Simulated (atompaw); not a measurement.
# A PAW (atompaw) potential for F, from input to tests

Do these settings give a usable potential? It is generated, then checked for scattering, ghosts and hardness.

The numbers are computed with atompaw 4.2.0.5 (LDA (PW92), non-relativistic, spin-unpolarised reference atom).

1 further run of the same task is left out (set aside as unsound or not needed).

## Step 1: The atom and the settings

The settings as typed:

```
element                 : fluorine (F, Z = 9)
type                    : PAW
frozen core             : [He]
valence charge          : 7
reference configuration : 2s1.5 2p5.5
partial waves           : 2s (bound): rc 1.10 bohr; 2s channel at 1.2 Ry: rc 1.10 bohr; 2p (bound): rc 2.00 bohr; 2p channel at 4.45 Ry: rc 2.00 bohr
local potential         : vpsmatchnc scheme with l = 2 at 0 Ry, radius 1.34 bohr
core correction         : smooth core density matched at 1.46 bohr
augmentation charge     : sinc compensation charge, radius 1.64 bohr; PAW radius 2.00 bohr; waves and projectors: custom rrkj vanderbiltortho
```

The nodes and maxima of the atom's own shells, from an earlier all-electron run, set the scale for the radii.

All-electron outer shells of the reference configuration (LDA (PW92), non-relativistic, ld1.x):

```
shell  level (eV)  outermost node (bohr)  outermost maximum (bohr)
   1s     -658.48                      –                      0.12
   2s      -29.81                   0.24                      0.77
   2p      -11.51                      –                      0.71
```

## Step 2: Generating the potential

Input file F.input:

```
F 9
LDA-PW loggrid 1500 logderivrange -4 5 226
2 2 0 0 0 0
2 0 1.5
2 1 5.5
0 0 0
c
v
v
1
2.00 1.64 1.34 1.46
y
1.2
n
y
4.45
n
custom rrkj vanderbiltortho sinc
2 0 vpsmatchnc
1.10
1.10
2.00
2.00
PWSCFOUT
UPFDX 0.0125d0 UPFXMIN -7.d0 UPFZMESH 9.d0
END
```

Started as:

```console
atompaw < F.input > F.log
```

What does the calculation give? Wanted: cutoffs for 10 and 1 mRy, occupied levels; bound ghosts; largest phase difference near zero energy, channels read; lowest eigenvalue of the overlap; share of valence orbitals outside the PAW sphere; UPF file.

As calculated:

| quantity | value |
| --- | --- |
| cutoffs for 10 and 1 mRy, occupied levels | 30 Ry and 40 Ry |
| bound ghosts | none found |
| largest phase difference near zero energy, channels read | 0.002 rad |
| lowest eigenvalue of the overlap (Bessel basis) | 0.556 (s) |
| share of valence orbitals outside the PAW sphere | 2s 4 %, 2p 9 % |
| UPF file | written |

In words: It counts as soft on the atom at that tolerance, with 30 Ry needed at the looser tolerance. The slowest occupied level is 2s: taken alone it needs 40 Ry to come within 1 mRy, against 18 Ry for 2p. No bound ghost shows below the valence levels. Near zero energy the phases of the channels with partial waves agree within 0.002 rad. All of this concerns the isolated atom, not yet a solid.
